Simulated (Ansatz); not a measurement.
# C₂H₉NSSi: up Jacob's ladder to CCSD(T)

The task here is to estimate one member of a computed series from the others.

Computed with Ansatz 0.2.0, Gaussian basis. Level: functionals in def2-TZVPP, the program's frozen cores in correlated methods.

Levels to be run: PBE-D4, r2SCAN-D4, PBE0-D4, B3LYP-D4, ωB97X-V, ωB97M-V, B2PLYP; CCSD(T)/def2-TZVPP; MP2/def2-QZVPP; extrapolation to the limit.

## Structure used throughout

An earlier PBE0-D4 in a triple-zeta def2 set relaxation fixed the geometry.

SMILES `CNCS[SiH3]`, 14 atoms, charge 0, spin multiplicity 1.

Atoms are counted from 1 here; the program's logs count them from 0.

Bond lengths: C1–N2 1.447 Å, C1–H6 1.093 Å, C1–H7 1.099 Å, C1–H8 1.091 Å, N2–C3 1.414 Å, N2–H9 1.011 Å, C3–S4 1.883 Å, C3–H10 1.090 Å, C3–H11 1.092 Å, S4–Si5 2.118 Å, Si5–H12 1.489 Å, Si5–H13 1.489 Å, Si5–H14 1.483 Å. Angles: N2–C1–H6 109.2°, N2–C1–H7 113.8°, N2–C1–H8 109.3°, H6–C1–H7 107.8°, H6–C1–H8 107.8°, H7–C1–H8 108.7°, C1–N2–C3 115.8°, C1–N2–H9 111.5°, C3–N2–H9 111.2°, N2–C3–S4 113.5°, N2–C3–H10 110.1°, N2–C3–H11 109.8°, S4–C3–H10 106.9°, S4–C3–H11 106.9°, H10–C3–H11 109.4°, C3–S4–Si5 98.8°, S4–Si5–H12 111.6°, S4–Si5–H13 111.0° and more.

Geometry (Å):

```xyz
14

C    -1.3910   -1.2973    1.4380
N    -0.6943   -0.0345    1.5528
C     0.2788    0.2229    0.5601
S    -0.4376    0.3578   -1.1759
Si    1.3104    0.9722   -2.2017
H    -0.6656   -2.1135    1.4877
H    -1.9587   -1.4081    0.5038
H    -2.0771   -1.4093    2.2787
H    -1.3405    0.7381    1.6412
H     0.7870    1.1648    0.7680
H     1.0097   -0.5875    0.5396
H     2.3766   -0.0647   -2.1369
H     1.8625    2.2231   -1.6117
H     0.9270    1.2063   -3.6151
```

The first run:

Contents of in.yaml:

```yaml
crystal:
  periodic: [false, false, false]
  atoms:
    - {symbol: C, position_ang: [-1.390973, -1.297304, 1.438021]}
    - {symbol: N, position_ang: [-0.694343, -0.034491, 1.552794]}
    - {symbol: C, position_ang: [0.278768, 0.222933, 0.560067]}
    - {symbol: S, position_ang: [-0.437624, 0.357792, -1.175873]}
    - {symbol: Si, position_ang: [1.310358, 0.972177, -2.201672]}
    - {symbol: H, position_ang: [-0.665613, -2.113467, 1.487668]}
    - {symbol: H, position_ang: [-1.958742, -1.408065, 0.503835]}
    - {symbol: H, position_ang: [-2.077051, -1.409300, 2.278739]}
    - {symbol: H, position_ang: [-1.340506, 0.738139, 1.641188]}
    - {symbol: H, position_ang: [0.786978, 1.164820, 0.767958]}
    - {symbol: H, position_ang: [1.009715, -0.587451, 0.539553]}
    - {symbol: H, position_ang: [2.376576, -0.064665, -2.136865]}
    - {symbol: H, position_ang: [1.862528, 2.223147, -1.611674]}
    - {symbol: H, position_ang: [0.927029, 1.206333, -3.615138]}
basis:
  gaussian: {orbitals: def2-TZVPP}
hamiltonian: {xc: pbe, dispersion: d4}
output: {forces: true, orbitals: {seedname: orbitals}}
```

Launch:

```
ansatz run in.yaml --threads 4 --pin off --events-out ev --progress --plain --max-ram 10444MiB
```

Among the steps run: PBE-D4 (GGA); r2SCAN-D4 (meta-GGA); PBE0-D4 (hybrid); B3LYP-D4 (hybrid); ωB97X-V (range-separated); ωB97M-V (range-separated); B2PLYP (double hybrid); CCSD(T) in def2-TZVPP; MP2 in def2-QZVPP.

One table of the session follows, with a row left open; its other results are not shown here.

It belongs to the step «Atomisation energies». 

| method | atomisation energy (kJ/mol) |
| --- | --- |
| PBE-D4 | 4904.3 |
| r2SCAN-D4 | 4832.0 |
| PBE0-D4 | 4837.9 |
| B3LYP-D4 | 4840.2 |
| ωB97X-V | 4858.4 |
| ωB97M-V | ? |
| B2PLYP | 4770.8 |
| HF/def2-TZVPP | 3491.0 |
| MP2/def2-TZVPP | 4726.5 |
| CCSD/def2-TZVPP | 4632.0 |
| CCSD(T)/def2-TZVPP | 4698.1 |
| MP2/CBS | 4859.1 |
| CCSD(T)/CBS | 4830.7 |

**Question.** Estimate the row for ωB97M-V.

As computed: atomisation energy (kJ/mol): 4850.9. In the column «atomisation energy (kJ/mol)» it lies between B3LYP-D4 (4840.2) and ωB97X-V (4858.4).
